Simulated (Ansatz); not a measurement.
**AsF2+ (triplet): from Hartree-Fock to the top rungs, cc-pVDZ**

How much of the correlation energy of AsF2+ (triplet) does each wave-function method recover here?

Method: cc-pVDZ, core rule «outside noble gas», up to 16 orbitals frozen; program: Ansatz 0.2.0, Gaussian basis.

The runs, in order: UHF; CCSD(T) on ROHF; CCSD(T) on UHF; BCCD(T) on ROHF; CISD as a restricted active space (open shells left free, so some higher excitations enter); CCSDT(Q) on ROHF; CCSDT(Q) on UHF; CASSCF and MRCISD+Q, 14 electrons in 10 orbitals; CASSCF and NEVPT2, 14 electrons in 10 orbitals.

27 further runs of the same task are left out: 2 for a known fault of the program, 13 that didn't finish, 12 set aside as unsound or not needed. Runs told in other sessions of the task aren't counted.

## 1. The geometry

The geometry is a PBE0/def2-TZVP stationary point (not a proven minimum) of the parent state, kept for this charge and spin. No spin-orbit coupling is included. The filled d shell of As may be among the frozen orbitals whatever the setting's name suggests.

3 atoms, charge 1, spin multiplicity 3.

Atoms are counted from 1 here; the program's logs count them from 0.

Bond lengths: As1–F2 1.800 Å, As1–F3 1.800 Å. Angles: F2–As1–F3 180.0°.

As a file:

```xyz
3
charge 1, multiplicity 3
As    0.0000    0.0000    0.0000
F     0.0000    0.0000   -1.8000
F     0.0000    0.0000    1.8000
```

In the tables R marks a restricted open-shell determinant and U an unrestricted one; 'valence' is the active space of 14 electrons in 10 orbitals; energies count from the table's Hartree-Fock row.

## 2. UHF

The input, in.yaml:

```yaml
crystal:
  periodic: [false, false, false]
  atoms:
    - {symbol: As, position_ang: [0.000000, 0.000000, 0.000000]}
    - {symbol: F, position_ang: [0.000000, 0.000000, -1.800000]}
    - {symbol: F, position_ang: [0.000000, 0.000000, 1.800000]}
basis:
  gaussian: {orbitals: cc-pVDZ}
total_charge: 1
magnetization: {spin_polarized: true, initial_magnetization: 2}
hamiltonian: {xc: hf}
output: {orbitals: {seedname: orbitals}}
```

Started as:

```console
$ ansatz run in.yaml --threads 1 --pin off --events-out ev --progress --plain --max-ram 2393MiB
```

The program printed:

```text
Functional definition: HF
  name "HF"
  cite "Fock, Z. Phys. 61, 126 (1930) doi:10.1007/BF01340294"
  parent pbe
  exchange = exact_x
  correlation = 0
587 factors; integrals over basis functions are off by at most 7.9e-4 eV
mean field evaluation 1: about -66186.9322 eV, gradient 4.3e1 eV
mean field evaluation 2: about -66186.9596 eV, gradient 4.3e1 eV
mean field evaluation 4: about -66194.1037 eV, gradient 3.2e0 eV
mean field evaluation 8: about -66194.3118 eV, gradient 7.0e-1 eV
mean field evaluation 16: about -66193.7929 eV, gradient 6.7e0 eV
mean field evaluation 32: about -66189.7373 eV, gradient 8.9e-1 eV
mean field evaluation 64: about -66190.9228 eV, gradient 1.5e0 eV
mean field evaluation 96: about -66191.5621 eV, gradient 2.5e0 eV
mean field -66194.32473592 eV, -2432.5965659203 hartree, gradient 4.2e-5 eV, S^2 2.081802; 2 other end points of the search recorded, 0 dependent functions left out
reference -66194.32473592 eV, -2432.5965659203 hartree; 26, 24 occupied and 29, 31 virtual orbitals, 587 factors
Total energy: -66194.32473592 eV, -2432.5965659203 hartree
```

It took 2.5 s on 1 thread of Arm Neoverse V1, shared host.

From the report: ⟨S²⟩ of the determinant 2.082 (pure triplet: 2.00).

## 3. CCSD(T) on ROHF

in.yaml: that of step 2 with these lines changed.

```diff
@@ -9,4 +9,3 @@
 total_charge: 1
-magnetization: {spin_polarized: true, initial_magnetization: 2}
-hamiltonian: {xc: hf}
-output: {orbitals: {seedname: orbitals}}
+magnetization: {spin_polarized: false, initial_magnetization: 2}
+correlation: {method: ccsd_t, electrons: outside_noble_gas}
```

Same command.

The program printed, shortened:

```text
Functional definition: HF
  name "HF"
  cite "Fock, Z. Phys. 61, 126 (1930) doi:10.1007/BF01340294"
  parent pbe
[...]
587 factors; integrals over basis functions are off by at most 7.9e-4 eV
[...]
mean field -66193.71306092 eV, -2432.5740872787 hartree, gradient 1.3e-6 eV, S^2 2.000000; 5 other end points of the search recorded, 0 dependent functions left out
[...]
determinant -66193.71306092 eV, -2432.5740872787 hartree, with singles and doubles -66206.88897138 eV, -2433.0582930572 hartree
determinant -66190.65370322 eV, -2432.4616579568 hartree, with singles and doubles -66204.08862734 eV, -2432.9553823117 hartree
16 core orbitals not correlated: weight in the atoms' cores, before any rotation towards them, 0.999 or more for the frozen orbitals, at most 0.002 for the correlated occupied ones
reference -66193.71306092 eV, -2432.5740872787 hartree; 10, 8 occupied and 29, 31 virtual orbitals, 587 factors
second order -12.82100799 eV of doubles, -0.26439370 eV of singles
cycle   1  -13.17571291 eV  change    2.0e-4 eV  update   2.0e-3
[...]
cycle   8  -13.17692185 eV  change    8.2e-7 eV  update   6.1e-6
perturbative correction -0.41511576 eV, -0.0152552227 hartree
Total energy: -66207.30509853 eV, -2433.0735854477 hartree
```

Run time: 9.5 s. Hardware: 1 thread of Arm Neoverse V1, shared host.

From the report: correlation -13.5920 eV; T1 0.035; largest double amplitude 0.08.

## 4. CCSD(T) on UHF

in.yaml: that of step 3 with these lines changed.

```diff
@@ -9,3 +9,3 @@
 total_charge: 1
-magnetization: {spin_polarized: false, initial_magnetization: 2}
+magnetization: {spin_polarized: true, initial_magnetization: 2}
 correlation: {method: ccsd_t, electrons: outside_noble_gas}
```

Launched as before.

The program printed, shortened:

```text
Functional definition: HF
  name "HF"
  cite "Fock, Z. Phys. 61, 126 (1930) doi:10.1007/BF01340294"
  parent pbe
[...]
587 factors; integrals over basis functions are off by at most 7.9e-4 eV
[...]
mean field -66194.32473592 eV, -2432.5965659203 hartree, gradient 1.8e-6 eV, S^2 2.081802; 12 other end points of the search recorded, 0 dependent functions left out
determinant -66194.32473592 eV, -2432.5965659203 hartree, with singles and doubles -66206.93365132 eV, -2433.0599350146 hartree
determinant -66192.35081933 eV, -2432.5240258234 hartree, with singles and doubles -66204.27358755 eV, -2432.9621794740 hartree
determinant -66192.18256857 eV, -2432.5178427222 hartree, with singles and doubles -66204.13438379 eV, -2432.9570638301 hartree
determinant -66191.61576487 eV, -2432.4970130703 hartree, with singles and doubles -66204.11894552 eV, -2432.9564964843 hartree
determinant -66191.01759590 eV, -2432.4750307662 hartree, with singles and doubles -66204.11127975 eV, -2432.9562147724 hartree
determinant -66189.74542644 eV, -2432.4282794009 hartree, with singles and doubles -66199.87691890 eV, -2432.8006048812 hartree
16 core orbitals not correlated: weight in the atoms' cores, before any rotation towards them, 0.998 or more for the frozen orbitals, at most 0.002 for the correlated occupied ones
reference -66194.32473592 eV, -2432.5965659203 hartree; 10, 8 occupied and 29, 31 virtual orbitals, 587 factors
second order -12.01217069 eV of doubles, -0.00000000 eV of singles
cycle   1  -12.61070495 eV  change   -1.8e-3 eV  update   2.4e-3
[...]
cycle   9  -12.61289949 eV  change    2.2e-5 eV  update   3.9e-6
perturbative correction -0.35948657 eV, -0.0132108880 hartree
Total energy: -66207.29712199 eV, -2433.0732923153 hartree
```

It took 15 s on 1 thread of Arm Neoverse V1, shared host.

From the report: ⟨S²⟩ of the determinant 2.082 (pure triplet: 2.00); correlation -12.9724 eV; T1 0.035; largest double amplitude 0.08.

## 5. BCCD(T) on ROHF

in.yaml: that of step 4 with these lines changed.

```diff
@@ -9,3 +9,3 @@
 total_charge: 1
-magnetization: {spin_polarized: true, initial_magnetization: 2}
-correlation: {method: ccsd_t, electrons: outside_noble_gas}
+magnetization: {spin_polarized: false, initial_magnetization: 2}
+correlation: {method: bccd_t, electrons: outside_noble_gas}
```

The command is unchanged.

The program printed, shortened:

```text
Functional definition: HF
  name "HF"
  cite "Fock, Z. Phys. 61, 126 (1930) doi:10.1007/BF01340294"
  parent pbe
[...]
587 factors; integrals over basis functions are off by at most 7.9e-4 eV
[...]
mean field -66193.71306092 eV, -2432.5740872787 hartree, gradient 1.3e-6 eV, S^2 2.000000; 5 other end points of the search recorded, 0 dependent functions left out
[...]
determinant -66193.71306092 eV, -2432.5740872787 hartree, with singles and doubles -66206.88897138 eV, -2433.0582930572 hartree
determinant -66190.65370322 eV, -2432.4616579568 hartree, with singles and doubles -66204.08862734 eV, -2432.9553823117 hartree
16 core orbitals not correlated: weight in the atoms' cores, before any rotation towards them, 0.999 or more for the frozen orbitals, at most 0.002 for the correlated occupied ones
reference -66193.71306092 eV, -2432.5740872787 hartree; 10, 8 occupied and 29, 31 virtual orbitals, 587 factors
second order -12.82100799 eV of doubles, -0.26439370 eV of singles
cycle   1  -13.08227862 eV  change    9.4e-2 eV  update   2.9e-2
[...]
cycle   8  -13.10220812 eV  change    1.3e-5 eV  update   1.6e-5
perturbative correction -0.49158303 eV, -0.0180653433 hartree
Total energy: -66207.30685208 eV, -2433.0736498895 hartree
```

Run time: 9.5 s. Hardware: 1 thread of Arm Neoverse V1, shared host.

From the report: correlation -13.5938 eV; largest double amplitude 0.07.

## 6. CISD as a restricted active space (open shells left free, so some higher excitations enter)

in.yaml: that of step 5 with these lines changed.

```diff
@@ -10,2 +10,2 @@
 magnetization: {spin_polarized: false, initial_magnetization: 2}
-correlation: {method: bccd_t, electrons: outside_noble_gas}
+correlation: {active_space: {ras: {orbitals: [8, 2, 29], electrons: 18, max_holes: 2, max_particles: 2}, fixed_orbitals: true}}
```

Same command.

The program printed:

```text
Functional definition: HF
  name "HF"
  cite "Fock, Z. Phys. 61, 126 (1930) doi:10.1007/BF01340294"
  parent pbe
  exchange = exact_x
  correlation = 0
587 factors; integrals over basis functions are off by at most 7.9e-4 eV
mean field evaluation 1: about -66186.1967 eV, gradient 6.0e1 eV
mean field evaluation 2: about -66186.2211 eV, gradient 6.0e1 eV
mean field evaluation 4: about -66193.6451 eV, gradient 2.7e0 eV
mean field evaluation 8: about -66193.7125 eV, gradient 2.3e-1 eV
mean field evaluation 16: about -66193.2698 eV, gradient 6.5e0 eV
mean field evaluation 32: about -66193.7093 eV, gradient 3.9e-1 eV
mean field evaluation 64: about -66189.8171 eV, gradient 2.2e0 eV
mean field -66193.71306092 eV, -2432.5740872787 hartree, gradient 1.3e-6 eV, S^2 2.000000; 4 other end points of the search recorded, 0 dependent functions left out
reference -66193.71306092 eV, -2432.5740872787 hartree; 26, 24 occupied and 29, 31 virtual orbitals, 587 factors
state -66205.62881949 eV, -2433.0119833293 hartree
Total energy: -66205.62881949 eV, -2433.0119833293 hartree
```

Run time: 14 s. Hardware: 1 thread of Arm Neoverse V1, shared host.

From the report: 59,084 determinants.

## 7. CCSDT(Q) on ROHF

in.yaml: that of step 6 with these lines changed.

```diff
@@ -10,2 +10,2 @@
 magnetization: {spin_polarized: false, initial_magnetization: 2}
-correlation: {active_space: {ras: {orbitals: [8, 2, 29], electrons: 18, max_holes: 2, max_particles: 2}, fixed_orbitals: true}}
+correlation: {method: ccsdt_q, electrons: outside_noble_gas}
```

Same command.

The program printed, shortened:

```text
Functional definition: HF
  name "HF"
  cite "Fock, Z. Phys. 61, 126 (1930) doi:10.1007/BF01340294"
  parent pbe
[...]
995 factors; integrals over basis functions are off by at most 7.8e-8 eV
[...]
mean field -66193.71344173 eV, -2432.5741012731 hartree, gradient 2.0e-6 eV, S^2 2.000000; 5 other end points of the search recorded, 0 dependent functions left out
[...]
determinant -66193.71344173 eV, -2432.5741012731 hartree, with singles and doubles -66206.88936926 eV, -2433.0583076790 hartree
determinant -66190.65407057 eV, -2432.4616714568 hartree, with singles and doubles -66204.08902442 eV, -2432.9553969040 hartree
16 core orbitals not correlated: weight in the atoms' cores, before any rotation towards them, 0.999 or more for the frozen orbitals, at most 0.002 for the correlated occupied ones
reference -66193.71344173 eV, -2432.5741012731 hartree; 10, 8 occupied and 29, 31 virtual orbitals, 995 factors
second order -12.82103724 eV of doubles, -0.26439285 eV of singles
cycle   1  -12.49203186 eV  change    6.1e-1 eV  update   1.6e-1
[...]
cycle  22  -13.63484137 eV  change   -9.6e-7 eV  update   5.9e-7
perturbative correction -0.04683879 eV, -0.0017212939 hartree
Total energy: -66207.39512190 eV, -2433.0768937454 hartree
```

Run time: 83 s. Hardware: 1 thread of Arm Neoverse V1, shared host; peak memory 0.82 GiB.

From the report: correlation -13.6817 eV; T1 0.035; largest double amplitude 0.10.

## 8. CCSDT(Q) on UHF

in.yaml: that of step 7 with these lines changed.

```diff
@@ -9,3 +9,3 @@
 total_charge: 1
-magnetization: {spin_polarized: false, initial_magnetization: 2}
+magnetization: {spin_polarized: true, initial_magnetization: 2}
 correlation: {method: ccsdt_q, electrons: outside_noble_gas}
```

The command is unchanged.

The program printed, shortened:

```text
Functional definition: HF
  name "HF"
  cite "Fock, Z. Phys. 61, 126 (1930) doi:10.1007/BF01340294"
  parent pbe
[...]
995 factors; integrals over basis functions are off by at most 7.8e-8 eV
[...]
mean field -66194.32511727 eV, -2432.5965799348 hartree, gradient 4.1e-6 eV, S^2 2.081803; 12 other end points of the search recorded, 0 dependent functions left out
determinant -66194.32511727 eV, -2432.5965799348 hartree, with singles and doubles -66206.93404953 eV, -2433.0599496486 hartree
determinant -66192.35120288 eV, -2432.5240399187 hartree, with singles and doubles -66204.27399708 eV, -2432.9621945239 hartree
determinant -66192.18296025 eV, -2432.5178571161 hartree, with singles and doubles -66204.13479840 eV, -2432.9570790668 hartree
determinant -66191.61613899 eV, -2432.4970268191 hartree, with singles and doubles -66204.11934839 eV, -2432.9565112894 hartree
determinant -66191.01796383 eV, -2432.4750442873 hartree, with singles and doubles -66204.11167518 eV, -2432.9562293041 hartree
determinant -66189.74580827 eV, -2432.4282934327 hartree, with singles and doubles -66199.87733196 eV, -2432.8006200609 hartree
16 core orbitals not correlated: weight in the atoms' cores, before any rotation towards them, 0.998 or more for the frozen orbitals, at most 0.002 for the correlated occupied ones
reference -66194.32511727 eV, -2432.5965799348 hartree; 10, 8 occupied and 29, 31 virtual orbitals, 995 factors
second order -12.01219913 eV of doubles, -0.00000000 eV of singles
cycle   1  -11.92417599 eV  change    8.8e-2 eV  update   1.4e-1
[...]
cycle  22  -13.03496223 eV  change   -9.7e-7 eV  update   8.7e-7
perturbative correction -0.06365541 eV, -0.0023392932 hartree
Total energy: -66207.42373492 eV, -2433.0779452546 hartree
```

It took 78 s on 1 thread of Arm Neoverse V1, shared host; peak memory 0.65 GiB.

From the report: ⟨S²⟩ of the determinant 2.082 (pure triplet: 2.00); correlation -13.0986 eV; T1 0.037; largest double amplitude 0.10.

## 9. CASSCF and MRCISD+Q, 14 electrons in 10 orbitals

in.yaml: that of step 8 with these lines changed.

```diff
@@ -9,3 +9,3 @@
 total_charge: 1
-magnetization: {spin_polarized: true, initial_magnetization: 2}
-correlation: {method: ccsdt_q, electrons: outside_noble_gas}
+magnetization: {spin_polarized: false, initial_magnetization: 2}
+correlation: {method: fic_mrcisd_q, electrons: outside_noble_gas, active_space: {window: {electrons: 14, orbitals: 10}, shells: [{species: As, l: s, shell: 4}, {species: As, l: p, shell: 4}, {species: F, l: p, shell: 2}]}}
```

Same command.

The program printed, shortened:

```text
Functional definition: HF
  name "HF"
  cite "Fock, Z. Phys. 61, 126 (1930) doi:10.1007/BF01340294"
  parent pbe
[...]
995 factors; integrals over basis functions are off by at most 7.8e-8 eV
[...]
mean field -66193.71344173 eV, -2432.5741012731 hartree, gradient 2.0e-6 eV, S^2 2.000000; 4 other end points of the search recorded, 0 dependent functions left out
reference -66193.71344173 eV, -2432.5741012731 hartree; 26, 24 occupied and 29, 31 virtual orbitals, 995 factors
state -66196.28060430 eV, -2432.6684427575 hartree
contracted CI cycle   1: correlation 0.00000000 eV, 0.0000000000 hartree, residual 3.98e1 eV
contracted CI cycle   2: correlation -9.75365006 eV, -0.3584400285 hartree, residual 6.37e0 eV
contracted CI cycle   3: correlation -10.08207479 eV, -0.3705094146 hartree, residual 1.28e0 eV
contracted CI cycle   4: correlation -10.09690296 eV, -0.3710543397 hartree, residual 2.96e-1 eV
contracted CI cycle   5: correlation -10.09761908 eV, -0.3710806568 hartree, residual 6.08e-2 eV
contracted CI cycle   6: correlation -10.09765013 eV, -0.3710817978 hartree, residual 1.38e-2 eV
contracted CI cycle   7: correlation -10.09765171 eV, -0.3710818558 hartree, residual 3.12e-3 eV
contracted CI cycle   8: correlation -10.09765178 eV, -0.3710818586 hartree, residual 7.78e-4 eV
state -66196.28060430 eV, -2432.6684427575 hartree; corrected -66207.22407044 eV, -2433.0706077205 hartree
Total energy: -66207.22407044 eV, -2433.0706077205 hartree
Checks for a lower state left out: starts, orbital_swaps
```

It took 11 s on 1 thread of Arm Neoverse V1, shared host; peak memory 0.57 GiB.

From the report: 1,792 determinants; active occupations 1.99, 1.99, 1.98, 1.98, 1.97, 1.93, 1.03, 1.01, 0.07, 0.05.

## 10. CASSCF and NEVPT2, 14 electrons in 10 orbitals

The input, in.yaml:

```yaml
crystal:
  periodic: [false, false, false]
  atoms:
    - {symbol: As, position_ang: [0.000000, 0.000000, 0.000000]}
    - {symbol: F, position_ang: [0.000000, 0.000000, -1.800000]}
    - {symbol: F, position_ang: [0.000000, 0.000000, 1.800000]}
basis:
  gaussian: {orbitals: cc-pVDZ}
total_charge: 1
magnetization: {spin_polarized: false, initial_magnetization: 2}
correlation: {method: sc_nevpt2, electrons: outside_noble_gas, active_space: {window: {electrons: 14, orbitals: 10}, shells: [{species: As, l: s, shell: 4}, {species: As, l: p, shell: 4}, {species: F, l: p, shell: 2}]}}
```

The command is unchanged.

The program printed, shortened:

```text
Functional definition: HF
  name "HF"
  cite "Fock, Z. Phys. 61, 126 (1930) doi:10.1007/BF01340294"
  parent pbe
[...]
995 factors; integrals over basis functions are off by at most 7.8e-8 eV
[...]
mean field -66193.71344173 eV, -2432.5741012731 hartree, gradient 2.0e-6 eV, S^2 2.000000; 4 other end points of the search recorded, 0 dependent functions left out
reference -66193.71344173 eV, -2432.5741012731 hartree; 26, 24 occupied and 29, 31 virtual orbitals, 995 factors
state -66196.28060430 eV, -2432.6684427575 hartree
state -66196.28060430 eV, -2432.6684427575 hartree; corrected -66206.27077147 eV, -2433.0355746292 hartree
Total energy: -66206.27077147 eV, -2433.0355746292 hartree
Checks for a lower state left out: starts, orbital_swaps
```

It took 7 s on 1 thread of Arm Neoverse V1, shared host.

From the report: 1,792 determinants; active occupations 1.99, 1.99, 1.98, 1.98, 1.97, 1.93, 1.03, 1.01, 0.07, 0.05.

## 11. How many determinants matter

Natural occupations of the CASSCF valence state about the gap (report; correlated orbitals 4 to 10): 1.975, 1.966, 1.932, 1.033, 1.013, 0.066, 0.051. The count of effectively unpaired electrons, Σ n²(2 − n)², is 2.05; a single determinant of this spin has 2.

## 12. The ladder

No level here is safe as a reference; RCCSDT(Q) serves as a yardstick only. Rows without a time are mean-field rows or come out of runs for another level: lower rungs of the coupled-cluster runs, CASSCF and MRCISD of the multireference runs, or the Hartree-Fock search.

Differences are taken before rounding.

```
          method  energy from the lowest ROHF (meV)  from RCCSDT(Q) (meV)   time
             ROHF                               0.0              +13682.1       
             UHF                            -611.7              +13070.4       
            RMP2                          -13085.4                +596.7       
            UMP2                          -12623.8               +1058.2       
           RCCSD                          -13176.9                +505.1       
           UCCSD                          -13224.6                +457.5       
        RCCSD(T)                          -13592.0                 +90.0  9.5 s
        UCCSD(T)                          -13584.1                 +98.0   15 s
         BCCD(T)                          -13593.8                 +88.3  9.5 s
          RCCSDT                          -13635.2                 +46.8       
          UCCSDT                          -13647.0                 +35.0       
       RCCSDT(Q)                          -13682.1                     0   83 s
       UCCSDT(Q)                          -13710.7                 -28.6   78 s
  CASSCF valence                           -2567.5              +11114.5       
  NEVPT2 valence                          -12557.7               +1124.4    7 s
  MRCISD valence                          -12665.2               +1016.9       
MRCISD+Q valence                          -13511.0                +171.1   11 s
```

Among the levels timed on like hardware and quicker than the yardstick, those that no quicker one beats, quickest first: NEVPT2 valence (7 s, +1124.4 meV); BCCD(T) (9.5 s, +88.3 meV); UCCSDT(Q) (78 s, -28.6 meV).

Not comparable, so not listed: CISD as a restricted active space (open shells left free, so some higher excitations enter) (they don't share determinant, frozen orbitals or solution with the rows shown, or repeat one).

## 13. Summary of results

| quantity | value |
| --- | --- |
| RCCSDT(Q) from the ROHF energy | -13.6821 eV |
| RMP2 from RCCSDT(Q) | +596.7 meV |
| UMP2 from RCCSDT(Q) | +1058.2 meV |
| RCCSD from RCCSDT(Q) | +505.1 meV |
| RCCSD(T) from RCCSDT(Q) | +90.0 meV |
| UCCSD(T) from RCCSDT(Q) | +98.0 meV |
| UCCSDT(Q) from RCCSDT(Q) | -28.6 meV |
| NEVPT2 valence from RCCSDT(Q) | +1124.4 meV |
| MRCISD+Q valence from RCCSDT(Q) | +171.1 meV |
| T1 diagnostic | 0.035 |
| effectively unpaired electrons | 2.05 |

**Reading.** RCCSD(T) lands +90.0 meV from the yardstick (0.7 % of the correlation energy). One determinant dominates.
